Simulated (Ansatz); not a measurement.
# CsLiCr2Te2S3 (P3m1) in Ansatz: reference runs

Reference runs on CsLiCr2Te2S3: the cell as given and a disturbed copy.

All numbers are computed with Ansatz 0.2.0; they aren't measurements. Logs are shortened: lines on timing, memory, paths and dates and some standing lists are left out, and cuts for length are marked.

## (1) The crystal as given

It takes space group P3m1 (No. 156, trigonal). Conventional cell: a = 3.604 Å, b = 3.604 Å, c = 19.067 Å, α = 90.00°, β = 90.00°, γ = 120.00°. Around Cs (site symmetry 3m) lie 3 S at 3.38 Å and 6 Cs at 3.60 Å and 3 Te at 3.77 Å. Around Li (site symmetry 3m) lie 6 S at 2.63 to 2.66 Å. Cr (site symmetry 3m) is surrounded by 3 S at 2.40 Å and 3 Te at 2.74 Å. Cr (site symmetry 3m) has 6 S at 2.43 to 2.45 Å as nearest neighbours. Te (site symmetry 3m) is surrounded by 6 Te at 3.60 Å and 3 Cs at 3.77 Å. Around Te (site symmetry 3m) lie 3 Cr at 2.74 Å. S (site symmetry 3m) is surrounded by 3 Cr at 2.45 Å and 3 Li at 2.63 Å. S (site symmetry 3m) is surrounded by 3 Cr at 2.40 Å and 3 Li at 2.66 Å.

The cell was built by a generator and needn't be a form met in nature.

## (2) Single point, PBE, collinear spin, ferromagnetic start

input.yaml

```yaml
crystal:
  lattice:
    - [3.60358, 0.0, 0.0]
    - [-1.80179, 3.12079, 0.0]
    - [0.0, 0.0, 19.06651]
  atoms:
    - { symbol: Cs, position: [0.0, 0.0, 0.37399] }
    - { symbol: Li, position: [0.66667, 0.33333, 0.01607] }
    - { symbol: Cr, position: [0.0, 0.0, 0.86637], spin: 3.0 }
    - { symbol: Cr, position: [0.33333, 0.66667, 0.16833], spin: 3.0 }
    - { symbol: Te, position: [0.33333, 0.66667, 0.53891] }
    - { symbol: Te, position: [0.66667, 0.33333, 0.77276] }
    - { symbol: S, position: [0.0, 0.0, 0.1003] }
    - { symbol: S, position: [0.33333, 0.66667, 0.9292] }
    - { symbol: S, position: [0.66667, 0.33333, 0.23408] }
hamiltonian:
  xc: pbe
  pseudopotentials: { kind: paw }
magnetization:
  spin_polarized: true
kpoints:
  mp_grid: { grid: [9, 9, 2] }
scf:
  occupations: { method: fermi_dirac, width: 0.05 }
output:
  forces: true
  stress: true
  eigenvalues: true
```

Potentials or basis: Ansatz PAW.

Started as:

```sh
$ ansatz run input.yaml --threads 8 --pin off --max-ram 20480MiB --backend cpu --events-out ev --progress --plain --runs-dir out
```

What it wrote:

```text
Warning: the atoms were moved onto the symmetric positions of the space group found under crystal.symmetry.tolerance 1.0e-5 (fractional; no operation is sought that the atoms, as they stand in a round, miss by more than twice it, and no atom is moved by as much as it), and the run uses the moved positions. Before a round's move an operation carried an atom to 3.60e-5 Å from where it should land, the largest such distance. Atom 1 (counting from 0) moved farthest, by 2.08e-5 Å; the longest move in fractions of the cell, of whichever atom, is 0.47 of the tolerance, in 1 round. To run the atoms as typed, lower crystal.symmetry.tolerance until the operations that they miss are no longer found, or set crystal.symmetry.detect: false (a key that needs symmetry detection or time reversal refuses this as the deck is read). The positions used, in the order of the run's atom list: position: [0.0, 0.0, 0.37399]; position: [0.6666666666666666, 0.3333333333333333, 0.01607]; position: [0.0, 0.0, 0.86637]; position: [0.3333333333333333, 0.6666666666666666, 0.16833]; position: [0.3333333333333333, 0.6666666666666666, 0.53891]; position: [0.6666666666666666, 0.3333333333333333, 0.77276]; position: [0.0, 0.0, 0.1003]; position: [0.3333333333333333, 0.6666666666666666, 0.9292]; position: [0.6666666666666666, 0.3333333333333333, 0.23408]; The lattice was moved too: crystal.lattice keeps the space group found at crystal.symmetry.tolerance 1.0e-5 only nearly: the operation that it misses by the most changes a squared length by the fraction 1.01e-6. The run uses the lattice that is a stretch of the typed one, with no rotation, onto the one that keeps every operation to a double's rounding (on a very oblique basis the stretch itself rounds by more); the deck's lattice vector that moved farthest moved by 1.05e-6 Å. To run the lattice as typed, set crystal.symmetry.tolerance under 1.01e-6, the least fraction by which an operation that the lattice misses changes a squared length (the same key also sets how far an atom may lie from its image, so lowering it can lose operations that the atoms keep only within it), or set crystal.symmetry.detect: false, as for the atoms. crystal.lattice made exact, in Å and degrees: [[3.603578946584446, 0.0, 0.0], [-1.801789473292223, 3.120790912284897, 0.0], [0.0, 0.0, 19.06651]]. Pasted over the deck's crystal.lattice, beside positions in fractional coordinates, it runs the same cell (given as lengths and angles, that cell in the form's own orientation, a rigid turn of the misfit's size from the one run here, for which a checkpoint.post_process_only pass over this run's state can be refused: where this run relaxes nothing, give such a pass this deck's own crystal.lattice, as typed; behind a relaxation, as crystal.lattice, the state's own cell, identity.cell in its checkpoint.json), and a matrix so pasted ends this notice, except on a very skew basis of the lattice, where the rounding of the pasted numbers themselves can read as a misfit: the cell is then moved again, and that move is told again. The lattice as run is in this notice's lattice.as_run_ang field (Run.prep()["deck_notices"] in Python, the deck_notice line of an events file, deck_notices of ansatz run --dry-run=json, or deck_notices in record.json in the deck's checkpoint.write directory).
Warning: RAYON_NUM_THREADS=8 ignored (pool sized by the plan → 8); use --threads N
Engine: ansatz 0.2.0, aarch64-unknown-linux-gnu
Pseudopotentials: kind: paw
Pseudopotential: Cs, paw, valence charge 9, recommended cutoff 420 eV (normal), Cs.paw.azcp
Pseudopotential: Li, paw, valence charge 3, recommended cutoff 420 eV (normal), Li.paw.azcp
Pseudopotential: Cr, paw, valence charge 14, recommended cutoff 420 eV (normal), Cr.paw.azcp
Pseudopotential: Te, paw, valence charge 16, recommended cutoff 420 eV (normal), Te.paw.azcp
Pseudopotential: S, paw, valence charge 6, recommended cutoff 420 eV (normal), S.paw.azcp
Functional definition: PBE
  parameter kappa = 0.804
  parameter beta = 0.06672455060314922
  exchange = pbe_x(kappa = kappa, mu = beta*pi^2/3)
  correlation = pbe_c(beta = beta)
Crystal: 9 atoms, lattice volume = 214.422 Å³
Basis set: ecut = 420 eV, 4167 PW (Γ), exchange–correlation on 50×50×256 points (8 copies of the dense FFT grid, shifted against one another)
Bands: 58, of which v1, the nominal top of the filled ones, is band 45 counted from 1 (44 counted from 0)
Symmetry: 6 space group operations
Space group: P3m1 (ITA 156), of the structure as read, at distance tolerance 6.0e-5 Å
Magnetic group: BNS 156.49 (UNI 1279), of the structure as read, at distance tolerance 6.0e-5 Å
k-points: 24 of 162 (time reversal used)
Non-local potential: Cs, projectors of the file, l = 0: 3, l = 1: 2, l = 2: 2, l = 3: 2
Non-local potential: Li, projectors of the file, l = 0: 3, l = 1: 2, l = 2: 1
Non-local potential: Cr, projectors of the file, l = 0: 3, l = 1: 2, l = 2: 3, l = 3: 1
Non-local potential: Te, projectors of the file, l = 0: 2, l = 1: 2, l = 2: 2, l = 3: 2
Non-local potential: S, projectors of the file, l = 0: 2, l = 1: 2, l = 2: 2
PAW form: soft (Blöchl's): semilocal exchange-correlation on the pseudo side does not see the compensation charge
PAW one-centre angular grid: Cs, 194 points (default); XC on 64 Gauss nodes
PAW one-centre angular grid: Li, 110 points (default); XC on 64 Gauss nodes
PAW one-centre angular grid: Cr, 590 points (default); XC on 64 Gauss nodes
PAW one-centre angular grid: Te, 590 points (default); XC on 64 Gauss nodes
PAW one-centre angular grid: S, 110 points (default); XC on 64 Gauss nodes
Initial density: superposition of atomic densities (chi_scale 0.1, normalization cell, long waves of neutral atoms (reshape's long-wave potential 6.32 eV rms, cloud 3.49 Å wide))
Starting moments: Σ|m| = 6 μB on 2 of 9 sites
Initial wavefunctions: pseudopotential atomic-orbital guess
[... 37 lines left out ...]
SCF iter  32: F=—  HF=-29302.833004 eV  |F-HF|=—  |Δ(HF+E_count)|=   1.40e-8  Δρ=1.79e-6 (↑1.79e-6 ↓9.13e-7)  dr2=1.00e-7  dr2_m=4.58e-10  M=5.643 μB ∫|m|=6.668 μB  β_m=0.78  ethr=1.11e-10  ⟨swp⟩=12.1  Hψ=10606  notcnv=0
SCF iter  33: F=-29302.833004 eV  HF=-29302.833004 eV  |F-HF|=2.81e-8  |Δ(HF+E_count)|=   7.59e-9  Δρ=5.02e-7 (↑5.02e-7 ↓3.83e-7)  dr2=3.22e-8  dr2_m=5.73e-11  M=5.643 μB ∫|m|=6.668 μB  ethr=1.11e-10  ⟨swp⟩=3.0  Hψ=6006  notcnv=0
SCF 1 converged in 33 iterations: F = -29302.833004 eV  dr2 = 3.22e-8
SCF converged after 33 iterations
Magnetization: 5.6434 μB (47.8217 up, 42.1783 down)
Absolute magnetization: 6.6691 μB (∫|ρ↑−ρ↓|, with the PAW one-centre terms)
Spin contamination: 0.2986 ħ² per cell (⟨S²⟩ above its minimum at these occupations)
Per-site moments (μB) at R_I (Å): [(0.0010920487135563518, 1.3954856731194367), (-0.005648921803638287, 1.0841564354089643), (2.5828388026696882, 0.9903157806638262), (2.738821980780559, 1.0019729821863483), (-0.006705373802616388, 1.486476315466084), (-0.14540211607877052, 1.1307438306979916), (-0.04617622086679949, 1.0113443744749768), (-0.05901017100201501, 0.9903157806638262), (-0.057970684674772704, 1.0019729821863483)]
Free energy (F): -29302.833004 eV
Harris-Foulkes:  -29302.833004 eV  (|F-HF|=2.81e-8)
Internal energy: -29302.808309 eV  (E = F + TS)
E sigma→0 (E₀):  -29302.820656 eV
Entropy (-TS):   -0.024695 eV (-2.744 meV/atom)
Fermi energy:    8.053537 eV
--- Per-component energies (eV) ---
  E_band       = -1212.229399
  E_kinetic    = 1530.101488
  E_local      = -10479.797592  (includes V_loc(G=0)·N_el)
  E_nonlocal   = -375.093678
  E_hartree    = 5185.428573
  E_xc         = -1003.729229
  E_vxc        = -966.301877  (∫ρ·V_xc dr)
  E_paw        = -18607.608302  (= ΣΔE_a)
  E_vpaw       = -1291.996525  (= ΣTr[D̂ρ^β])
  E_aug_tail   = 0.000368  (compensation charges beyond the density's cutoff)
  E_ewald      = -5552.109936
  E_smearing   = -0.024695  (= −TS)
  E_closure    = -0.000000  (closes the sum)
  Σ components = -29302.833004   (vs F -29302.833004, Δ=0.00e0)
--- Forces (eV/Å), atoms counted from 1 ---
  atom   1  Cs     0.00000000     0.00000000     0.03276783
  atom   2  Li    -0.00000000     0.00000000     0.02117266
  atom   3  Cr     0.00000000     0.00000000    -0.02162410
  atom   4  Cr     0.00000000     0.00000000     0.00575382
  atom   5  Te     0.00000000     0.00000000    -0.01441363
  atom   6  Te     0.00000000     0.00000000     0.03216304
  atom   7  S      0.00000000     0.00000000    -0.01350026
  atom   8  S      0.00000000     0.00000000    -0.02367816
  atom   9  S      0.00000000     0.00000000    -0.01847329
  max |Σ_I F_I| component: 1.68e-4 eV/Å
--- Stress (GPa, compression-positive) ---
        0.084174       0.000000       0.000000
        0.000000       0.084174       0.000000
        0.000000       0.000000      -0.101393
  P = ⅓ Tr σ = 0.0223 GPa (0.223 kbar)
--- Band table (eV; the first three rows and the last of 48) ---
  k-point 0 ↑: bands = ["-65.0344", "-64.6686", "-38.2658", "-36.3919", "-36.3677", "-36.3677", "-36.0322", "-36.0322", "-36.0144", "-28.4656", "-28.4656", "-28.4208", "-28.4208", "-28.3527", "-28.3527", "-28.3331", "-28.2664", "-28.2664", "-28.2073", "-15.3587", "-5.9851", "-5.6399", "-4.6207", "-3.6231", "-3.4023", "-1.6908", "-0.6096", "-0.6096", "2.6469", "3.2836", "4.1924", "4.1924", "4.6295", "4.6295", "5.6914", "5.9487", "6.3380", "6.3380", "6.6351", "6.6351", "6.6762", "7.0466", "7.0466", "7.0807", "7.6311", "8.5412", "8.5412", "9.4768", "9.8059", "9.8059", "10.2554", "10.2554", "10.8120", "10.8120", "12.0159", "12.4597", "12.4597", "12.7080"]
  k-point 1 ↑: bands = ["-65.0344", "-64.6686", "-38.2658", "-36.3919", "-36.3677", "-36.3677", "-36.0322", "-36.0322", "-36.0144", "-28.4656", "-28.4656", "-28.4208", "-28.4208", "-28.3527", "-28.3527", "-28.3331", "-28.2664", "-28.2664", "-28.2073", "-15.3587", "-5.9851", "-5.6398", "-4.6210", "-3.6203", "-3.4051", "-1.6903", "-0.6096", "-0.6096", "2.6339", "3.3090", "4.1924", "4.1924", "4.6295", "4.6295", "5.4974", "6.3380", "6.3380", "6.3504", "6.4525", "6.6351", "6.6351", "7.0466", "7.0466", "7.0900", "7.6159", "8.5412", "8.5412", "9.4826", "9.8059", "9.8059", "10.2553", "10.2553", "10.8121", "10.8121", "12.1298", "12.4597", "12.4597", "12.4772"]
  k-point 2 ↑: bands = ["-65.0342", "-64.6685", "-38.2656", "-36.3915", "-36.3699", "-36.3683", "-36.0344", "-36.0328", "-36.0141", "-28.4656", "-28.4639", "-28.4208", "-28.4191", "-28.3532", "-28.3528", "-28.3322", "-28.2670", "-28.2665", "-28.2063", "-15.2998", "-5.8683", "-5.5389", "-4.5756", "-3.5058", "-3.2717", "-1.6372", "-1.0376", "-0.7013", "2.7637", "3.4013", "3.9643", "4.2472", "4.3083", "4.6507", "5.7783", "5.8857", "6.0568", "6.1978", "6.4972", "6.5540", "6.6515", "6.7435", "7.2082", "7.2775", "7.4813", "8.3791", "8.4916", "9.2222", "9.3314", "9.7041", "9.9404", "9.9872", "10.0169", "10.6055", "11.8054", "12.5623", "12.8279", "13.2409"]
  k-point 23 ↓: bands = ["-62.0322", "-61.8245", "-38.2660", "-33.4359", "-33.4356", "-33.4232", "-33.2614", "-33.2277", "-33.2249", "-28.4583", "-28.4583", "-28.4475", "-28.4472", "-28.3865", "-28.3864", "-28.3548", "-28.2709", "-28.2709", "-28.1992", "-14.7332", "-4.6051", "-4.4950", "-4.3656", "-2.8506", "-2.7080", "-2.0619", "-1.3788", "-1.3207", "3.2663", "3.3363", "3.3586", "3.4696", "3.6998", "3.9806", "4.7177", "4.7995", "5.1878", "5.4462", "5.5384", "5.5638", "5.6009", "6.2338", "7.4090", "9.4387", "9.6809", "9.8782", "9.9179", "9.9648", "10.0126", "10.3309", "10.4424", "10.5445", "10.9097", "11.5732", "11.8543", "12.8326", "13.0561", "13.2224"]
```

It took 28 s on 8 threads of Arm Neoverse V1, shared host; peak memory 1.3 GiB.

What came out:

| Item | Value |
| --- | --- |
| Free energy | -29302.8330 eV |
| Pressure | 0.0 GPa |
| Largest force | 0.033 eV/Å |
| Band gap on the k mesh | none (metal or under the smearing width) |
| Net moment | 5.64 μB per cell |
| Absolute moment | 6.67 μB per cell |
| Site moments | Cs +0.00; Li -0.01; Cr +2.58, +2.74; Te -0.01, -0.15; S -0.05, -0.06 μB |

Forces on the atoms (eV/Å):
```
Cs   0.000  0.000  0.033
Li   0.000  0.000  0.021
Cr   0.000  0.000 -0.022
Cr   0.000  0.000  0.006
Te   0.000  0.000 -0.014
Te   0.000  0.000  0.032
S    0.000  0.000 -0.014
S    0.000  0.000 -0.024
S    0.000  0.000 -0.018
```

Levels at points of the mesh, in eV from the Fermi level:
Spin up:
```tsv
k point	band 44	band 45	band 46	band 47	band 48	band 49	band 50	band 51	band 52	band 53
(0.00, 0.00, 0.00)	-0.97	-0.42	0.49	0.49	1.42	1.75	1.75	2.20	2.20	2.76
(0.00, 0.00, -0.50)	-0.96	-0.44	0.49	0.49	1.43	1.75	1.75	2.20	2.20	2.76
```
Spin down:
| k point | band 40 | band 41 | band 42 | band 43 | band 44 | band 45 |
| --- | --- | --- | --- | --- | --- | --- |
| (0.00, 0.00, 0.00) | 0.78 | 0.78 | 1.06 | 1.06 | 1.22 | 1.22 |
| (0.00, 0.00, -0.50) | 0.78 | 0.78 | 1.06 | 1.06 | 1.22 | 1.22 |

Caveat: only a ferromagnetic start was run, and an antiferromagnetic order may lie lower in energy. Spin-orbit coupling is left out, which matters for the levels of Cs, Te.

## (3) Single point, PBE, collinear spin, ferromagnetic start (atoms moved at random, drawn with an rms of 0.05 Å)

input.yaml

```yaml
crystal:
  lattice:
    - [3.60358, 0.0, 0.0]
    - [-1.80179, 3.12079, 0.0]
    - [0.0, 0.0, 19.06651]
  atoms:
    - { symbol: Cs, position: [-0.011672, 0.001466, 0.372672] }
    - { symbol: Li, position: [0.656799, 0.336583, 0.018093] }
    - { symbol: Cr, position: [0.005884, -0.003951, 0.868087], spin: 3.0 }
    - { symbol: Cr, position: [0.3391, 0.667415, 0.167824], spin: 3.0 }
    - { symbol: Te, position: [0.325616, 0.658894, 0.536628] }
    - { symbol: Te, position: [0.660254, 0.331554, 0.7747] }
    - { symbol: S, position: [-0.011514, -0.013582, 0.098889] }
    - { symbol: S, position: [0.342754, 0.676461, 0.929278] }
    - { symbol: S, position: [0.661331, 0.341025, 0.23365] }
hamiltonian:
  xc: pbe
  pseudopotentials: { kind: paw }
magnetization:
  spin_polarized: true
kpoints:
  mp_grid: { grid: [9, 9, 2] }
scf:
  occupations: { method: fermi_dirac, width: 0.05 }
output:
  forces: true
  stress: true
  eigenvalues: true
  write_density: true
  write_potential: true
  elf: true
  volumetric_format: npy
```

Potentials or basis: Ansatz PAW.

Started as:

```sh
$ ansatz run input.yaml --threads 8 --pin off --max-ram 20480MiB --backend cpu --events-out ev --progress --plain --runs-dir out
```

What it wrote:

```text
Warning: RAYON_NUM_THREADS=8 ignored (pool sized by the plan → 8); use --threads N
[... 4 set-up lines as earlier in the session ...]
[... 109 lines left out ...]
        0.035139       0.063358      -0.484517
       -0.044612      -0.484517       0.392449
  P = ⅓ Tr σ = 0.2973 GPa (2.973 kbar)
--- Band table (eV; the first three rows and the last of 164) ---
  k-point 0 ↑: bands = ["-65.1333", "-64.6402", "-38.2704", "-36.4929", "-36.4680", "-36.4630", "-36.0119", "-36.0035", "-35.9834", "-28.4220", "-28.4220", "-28.4020", "-28.4016", "-28.3344", "-28.3325", "-28.3137", "-28.2242", "-28.2241", "-28.1655", "-15.3358", "-6.0624", "-5.6723", "-4.7265", "-3.5964", "-3.3785", "-1.6664", "-0.5868", "-0.5855", "2.5953", "3.2581", "4.1071", "4.1422", "4.5270", "4.5893", "5.7370", "5.9201", "6.1972", "6.2370", "6.6187", "6.6521", "6.6751", "6.8993", "6.9931", "7.0382", "7.7081", "8.5780", "8.6402", "9.4943", "9.5999", "9.7426", "10.2871", "10.2892", "10.8177", "10.8838", "11.9961", "12.4736", "12.4812", "12.6485"]
  k-point 1 ↑: bands = ["-65.1333", "-64.6402", "-38.2704", "-36.4929", "-36.4680", "-36.4630", "-36.0119", "-36.0035", "-35.9834", "-28.4220", "-28.4220", "-28.4020", "-28.4016", "-28.3344", "-28.3325", "-28.3137", "-28.2242", "-28.2241", "-28.1655", "-15.3358", "-6.0624", "-5.6723", "-4.7268", "-3.5940", "-3.3810", "-1.6659", "-0.5868", "-0.5855", "2.5839", "3.2805", "4.1070", "4.1422", "4.5270", "4.5893", "5.5281", "6.1952", "6.2363", "6.3355", "6.4342", "6.6196", "6.6695", "6.9039", "6.9959", "7.0446", "7.6932", "8.5780", "8.6401", "9.4995", "9.6000", "9.7429", "10.2871", "10.2892", "10.8178", "10.8839", "12.1177", "12.4132", "12.4778", "12.4814"]
  k-point 2 ↑: bands = ["-65.1332", "-64.6401", "-38.2702", "-36.4927", "-36.4701", "-36.4636", "-36.0130", "-36.0052", "-35.9832", "-28.4220", "-28.4203", "-28.4018", "-28.4001", "-28.3348", "-28.3327", "-28.3128", "-28.2247", "-28.2244", "-28.1645", "-15.2768", "-5.9468", "-5.5711", "-4.6803", "-3.4802", "-3.2478", "-1.6129", "-1.0143", "-0.6785", "2.7074", "3.3718", "3.9068", "4.1560", "4.2668", "4.5505", "5.6949", "5.9118", "5.9917", "6.1516", "6.5140", "6.5321", "6.5687", "6.7315", "7.0931", "7.2788", "7.4842", "8.4207", "8.5690", "9.1502", "9.2551", "9.6449", "9.9612", "10.0045", "10.0533", "10.6754", "11.8150", "12.5636", "12.8465", "13.1984"]
  k-point 81 ↓: bands = ["-62.1265", "-61.8192", "-38.2711", "-33.5363", "-33.5207", "-33.5143", "-33.2509", "-33.2388", "-33.2078", "-28.4353", "-28.4237", "-28.4218", "-28.4107", "-28.3668", "-28.3653", "-28.3361", "-28.2296", "-28.2267", "-28.1591", "-14.8336", "-4.9450", "-4.8166", "-4.4830", "-3.1532", "-2.4953", "-1.9366", "-1.4787", "-1.2645", "2.8307", "3.0164", "3.3639", "3.8578", "4.4434", "4.7789", "4.8893", "5.0519", "5.1556", "5.3069", "5.6845", "6.3517", "6.7746", "7.0911", "8.1100", "8.9254", "9.2311", "9.7032", "9.8768", "9.9078", "9.9481", "10.1361", "10.4602", "10.6393", "10.7007", "11.0379", "11.8018", "12.9349", "13.0943", "13.4691"]
```

Wall time 100 s (8 threads of Arm Neoverse V1, shared host); peak memory 2.4 GiB.

What came out:

```
Free energy            : -29302.8025 eV
Pressure               : 0.3 GPa
Largest force          : 0.369 eV/Å
Band gap on the k mesh : none (metal or under the smearing width)
Net moment             : 5.64 μB per cell
Absolute moment        : 6.65 μB per cell
Site moments           : Cs +0.00; Li -0.01; Cr +2.54, +2.71; Te -0.01, -0.14; S -0.04, -0.06 μB
```

Forces on the atoms (eV/Å):
```
Cs   0.011  0.002  0.078
Li   0.029 -0.025 -0.069
Cr  -0.151  0.188 -0.135
Cr  -0.366 -0.033 -0.035
Te  -0.011  0.012  0.010
Te   0.124  0.029 -0.050
S    0.107  0.236  0.132
S    0.010 -0.225  0.172
S    0.248 -0.184 -0.104
```

Caveat: only a ferromagnetic start was run, and an antiferromagnetic order may lie lower in energy. The run has no spin-orbit coupling, so splittings on Cs, Te are missing.
